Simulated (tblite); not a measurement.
# C5H7FSi: the cost of one run

The runs use tblite 0.8.0 and PySCF 2.14.0, with density-fitted response routines of our own; the level of theory stands in each step. All values are computed, except where a source is named. Atoms count from 0, in the outputs and in this text.

## Step 1: The starting structure

14 atoms, charge 0, multiplicity 1; geometry from: force field or distance geometry start.

Bonds of the start (Å): C0–C1 1.23, C1–C2 1.45, C2–F3 1.36, C2–C4 1.51, C4–C5 1.54, C5–Si6 1.87, Si6–C2 1.89, C0–H7 1.06, C4–H8 1.11, C4–H9 1.11, C5–H10 1.12, C5–H11 1.10, Si6–H12 1.44, Si6–H13 1.45.

## Step 2: Geometry optimisation with GFN2-xTB

What the job is given:

```
{"job": {"kind": "relax", "xc": "GFN2-xTB", "basis": "xTB"}, "charge": 0, "multiplicity": 1}
C      2.900800     0.000400     0.652500
C      1.680300     0.057500     0.790900
C      0.244900     0.132800     0.987900
F     -0.072500     0.432000     2.277900
C     -0.443800    -1.094800     0.430900
C     -1.606600    -0.338400    -0.241300
Si    -0.621400     1.250900    -0.262100
H      3.957800    -0.021300     0.538000
H      0.195900    -1.602800    -0.319800
H     -0.853900    -1.726100     1.243900
H     -2.491800    -0.211300     0.440000
H     -1.833900    -0.774800    -1.230200
H      0.174800     1.498500    -1.431200
H     -1.231400     2.396900     0.380500
```

Command:

```sh
$ OMP_NUM_THREADS=1 python probes_run.py task.json out
```

The driver reads the jobs from task.json and runs them one after another.

Q: Estimate the wall time of this first job on 1 thread of Arm Neoverse N1, shared host.

About 1 s.
